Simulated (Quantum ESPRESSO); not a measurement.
The system is AlBN.

```
CELL_PARAMETERS angstrom
2.64562 0.00000 0.00000
0.00000 2.64562 0.00000
0.00000 0.00000 5.40264
ATOMIC_POSITIONS crystal
Al 0.50000 0.50000 0.00000
B 0.50000 0.50000 0.50000
N 0.00000 0.00000 0.00000
```

The cell was built by a generator and needn't be a form met in nature.

```yaml
Program: Quantum ESPRESSO 7.5
Task: phonons
Functional: vdW-DF-cx
Potentials_or_basis: GBRV 1.5 PBE
Cutoff: 612 eV
Density_cutoff: 4898 eV
k_mesh: 8 × 8 × 4, shifted
Occupations: fermi-dirac, width 0.05 eV
Spin: no spin polarisation
Mixing_beta: 0.5
Most_SCF_iterations: 120
SCF_threshold: 6e-10 Ry
```

The cell and the atoms were relaxed first, to 12.38 Å³/atom (a = 2.643 Å, b = 2.643 Å, c = 5.314 Å, α = 90.00°, β = 90.00°, γ = 90.00°), and the response was taken there.

```cif
data_structure
_symmetry_space_group_name_H-M 'P 1'
_symmetry_Int_Tables_number 1
_cell_length_a 2.6432
_cell_length_b 2.6432
_cell_length_c 5.3144
_cell_angle_alpha 90.000
_cell_angle_beta 90.000
_cell_angle_gamma 90.000
_cell_volume 37.13
loop_
_atom_site_label
_atom_site_type_symbol
_atom_site_fract_x
_atom_site_fract_y
_atom_site_fract_z
_atom_site_occupancy
Al1 Al 0.50000 0.50000 0.00000 1
B1 B 0.50000 0.50000 0.50000 1
N1 N 0.00000 0.00000 0.00000 1
```

What is the highest optical frequency at the zone centre?

774 cm⁻¹, a mode of symmetry Eu (IR).

Optical modes at Γ, degenerate ones joined:
| cm⁻¹ | components | symmetry | active in |
| --- | --- | --- | --- |
| 137i | 2 | Eu | IR |
| 232 | 1 | A2u | IR |
| 334 | 1 | A2u | IR |
| 774 | 2 | Eu | IR |

Caveat: the mesh is thin for the phonons of a metal; the potentials were made for another functional, which shifts forces and pressure; some modes are imaginary; before the sum rule the acoustic modes lie tens of cm⁻¹ from zero, a sign that the density grid also shifts the optical modes.
